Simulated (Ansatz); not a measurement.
**MnPt2: equation of state with PBE**

The system is MnPt2.

```
CELL_PARAMETERS angstrom
2.85840 0.00000 0.00000
-1.42920 2.47545 0.00000
0.00000 0.00000 6.53250
ATOMIC_POSITIONS crystal
Pt 0.66667 0.33333 0.31621
Pt 0.33333 0.66667 0.68379
Mn 0.00000 0.00000 0.00000
```

The cell comes from a database or a generator and needn't be the stable form of this composition.

| Item | Value |
| --- | --- |
| Program | Ansatz 0.2.0 |
| Task | equation of state |
| Functional | PBE |
| Potentials or basis | Ansatz PAW |
| Cutoff | 420 eV |
| Density cutoff | 1680 eV |
| k mesh | 11 × 11 × 4 |
| Occupations | fermi-dirac, width 0.05 eV |
| Spin | collinear spin, ferromagnetic start |
| Starting moments | [0.0, 0.0, 4.0] μB |

The equilibrium volume is 15.37 Å³/atom and the bulk modulus at fixed shape and positions is 177 GPa. The pressure derivative of the bulk modulus is 3.6 (rough: it moves with the points fitted).

Energy against volume, from the lowest point:
```
volume (Å³/atom)  energy (meV/atom)
          14.483              30.82
          14.791              12.71
          15.099               2.64
          15.408               0.00
          15.716               4.20
          16.024              14.56
          16.332              30.47
```

All runs of the series together: 90 s on 2 threads of Intel(R) Xeon(R) Platinum 8259CL CPU @ 2.50GHz (Skylake/Cascade Lake), with other jobs on the host.

Caveat: the cell was scaled at fixed shape and fractional positions, which overstates the stiffness of a crystal with free parameters, most of all of layers and chains. The run has no spin-orbit coupling, so splittings on Pt are missing.
